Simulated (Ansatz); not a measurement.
# ScIn3Rh: the cost of one run

Program: Ansatz 0.2.0. Level of theory: DFT PBE, scalar-relativistic, plane waves, PAW. These are calculated values, not measurements.

**1. The structure to begin with**

It takes space group P-62m (No. 189, hexagonal). Conventional cell: a = 5.773 Å, b = 5.773 Å, c = 4.499 Å, α = 90.00°, β = 90.00°, γ = 120.00°. Sc (site symmetry -62m) has 2 Rh at 2.25 Å as nearest neighbours. Around In (site symmetry m2m) lie 1 Rh at 2.44 Å. Rh (site symmetry -62m) is surrounded by 2 Sc at 2.25 Å and 3 In at 2.44 Å.

Coordinates:

```cif
data_structure
_symmetry_space_group_name_H-M 'P-62m'
_symmetry_Int_Tables_number 189
_cell_length_a 5.7725
_cell_length_b 5.7725
_cell_length_c 4.4992
_cell_angle_alpha 90.000
_cell_angle_beta 90.000
_cell_angle_gamma 120.000
_cell_volume 129.84
loop_
_atom_site_label
_atom_site_type_symbol
_atom_site_symmetry_multiplicity
_atom_site_Wyckoff_symbol
_atom_site_fract_x
_atom_site_fract_y
_atom_site_fract_z
_atom_site_occupancy
Sc1 Sc 1 a 0.00000 0.00000 0.00000 1
In1 In 3 g 0.42209 0.00000 0.50000 1
Rh1 Rh 1 b 0.00000 0.00000 0.50000 1
```

A structure generator made this guess: random cell by space group and Wyckoff sites (P-62m, No. 189). The dimensions are guesses.

**2. The guess as it stands, on a coarse mesh**

Contents of input.yaml:

```yaml
crystal:
  lattice:
    - [5.77251822, 0.0, 0.0]
    - [-2.88625911, 4.99914742, 0.0]
    - [0.0, 0.0, 4.49917415]
  atoms:
    - { symbol: Sc, position: [0.0, 0.0, 0.0] }
    - { symbol: In, position: [0.42208769, 0.0, 0.5] }
    - { symbol: In, position: [0.0, 0.42208769, 0.5] }
    - { symbol: In, position: [0.57791231, 0.57791231, 0.5] }
    - { symbol: Rh, position: [0.0, 0.0, 0.5] }
basis:
  ecutwfc: 420
kpoints:
  mp_grid: { grid: [3, 3, 4] }
hamiltonian:
  xc: pbe
scf:
  occupations: { method: gaussian, width: 0.1 }
  lower_state_search: "off"
output:
  forces: true
  stress: true
  eigenvalues: true
```

On the command line:

```
> ansatz run input.yaml --threads 1 --pin off --max-ram 2560MiB --backend cpu --events-out ev --progress --plain --runs-dir out
```

**Question.** How long does this run take on 1 thread of Intel Xeon 6975P-C (Granite Rapids), shared host, and how much memory does it need?

About 3.1 s, with a peak of 0.44 GiB.
